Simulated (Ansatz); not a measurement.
**P (hcp type): how the settings move a single-point run**

Question: which choices in the input matter for P (hcp type)?

Program: Ansatz 0.2.0. Level of theory: reference: DFT, r2SCAN, all-electron PAW with datasets made for the crystal, scalar-relativistic. These are calculated values, not measurements.

2 further runs of the same task are left out: 1 for a known fault of the program, 1 that didn't finish.

### 1 The structure to begin with

Symmetry: C2/m, No. 12, monoclinic system. The conventional cell has a = 4.807 Å, b = 2.776 Å, c = 4.496 Å, α = 90.00°, β = 90.00°, γ = 90.00°. P (site symmetry m) has 1 P at 1.60 Å as nearest neighbours.

Coordinates:

```cif
data_structure
_symmetry_space_group_name_H-M 'C2/m'
_symmetry_Int_Tables_number 12
_cell_length_a 4.8075
_cell_length_b 2.7756
_cell_length_c 4.4965
_cell_angle_alpha 90.000
_cell_angle_beta 90.000
_cell_angle_gamma 90.000
_cell_volume 60.00
loop_
_atom_site_label
_atom_site_type_symbol
_atom_site_symmetry_multiplicity
_atom_site_Wyckoff_symbol
_atom_site_fract_x
_atom_site_fract_y
_atom_site_fract_z
_atom_site_occupancy
P1 P 4 i 0.09667 0.50000 0.14500 1
```

### 2 Baseline

File input.yaml:

```yaml
crystal:
  lattice:
    - [2.7756105922, 0.0, 0.0]
    - [-1.3878052961, 2.4037492838, 0.0]
    - [0.0, 0.0, 4.4964891593]
  atoms:
    - { symbol: P, position: [0.1933333333, 0.5966666667, 0.145] }
    - { symbol: P, position: [0.8066666667, 0.4033333333, 0.855] }
kpoints:
  mp_grid: { grid: [12, 12, 7] }
scf:
  occupations: { method: fermi_dirac, width: 0.05 }
hamiltonian:
  xc: r2scan
  pseudopotentials: { kind: all_electron, datasets: crystal }
output:
  forces: true
  stress: true
  eigenvalues: true
  efg: { contact_densities: true }
```

Run with:

```bash
$ ansatz run input.yaml --threads 1 --pin off --max-ram 2048MiB --backend cpu --events-out ev --progress --plain --runs-dir out
```

### 3 Changing settings: occupations.method gaussian, occupations.width 0.001

Edit input.yaml of step 2 so:

```diff
@@ -11,3 +11,3 @@
 scf:
-  occupations: { method: fermi_dirac, width: 0.05 }
+  occupations: { method: gaussian, width: 0.001 }
 hamiltonian:
```

Q: Predict the outcome of this session. Wanted: for each run, ending; energy change; pressure; gap; force.

**Answer**, as computed:

| run | ending | energy change | pressure (GPa) | gap (eV) | force (eV/Å) | cycles | time |
| --- | --- | --- | --- | --- | --- | --- | --- |
| reference | converged | 0 | 94.0 | 0.00 | 26.11 | 9 | 97 s |
| 1: occupations.method gaussian, occupations.width 0.001 | converged | +0.1 meV/atom (σ→0) | 94.0 | 0.00 | 26.05 | 8 | 95 s |

Residual by cycle in the longest SCF loop of each run; runs are numbered as in the table. The quantity is the density residual dr2, in eV.

| cycle | reference | run 1 |
| --- | --- | --- |
| 1 | 3.03 | 3.06 |
| 2 | 0.982 | 0.981 |
| 3 | 0.114 | 0.114 |
| 4 | 0.00228 | 0.0029 |
| 5 | 2.2e-4 | 2.5e-4 |
| 6 | 2.0e-5 | 1.7e-5 |
| 7 | 2.9e-7 | 7.8e-7 |
| 8 | 1.4e-7 | 8.5e-9 |
| 9 | 3.1e-10 | - |

What this shows: Changing the smearing moves the energy by +0.1 meV/atom (σ→0 values), and the largest force goes from 26.11 to 26.05 eV/Å. Cost: 8 SCF cycles against 9. Semilocal functionals close small gaps, so the missing gap need not be the real solid's. The structure is not at rest: the sound run finds 94 GPa, so these are no properties of the relaxed crystal. 
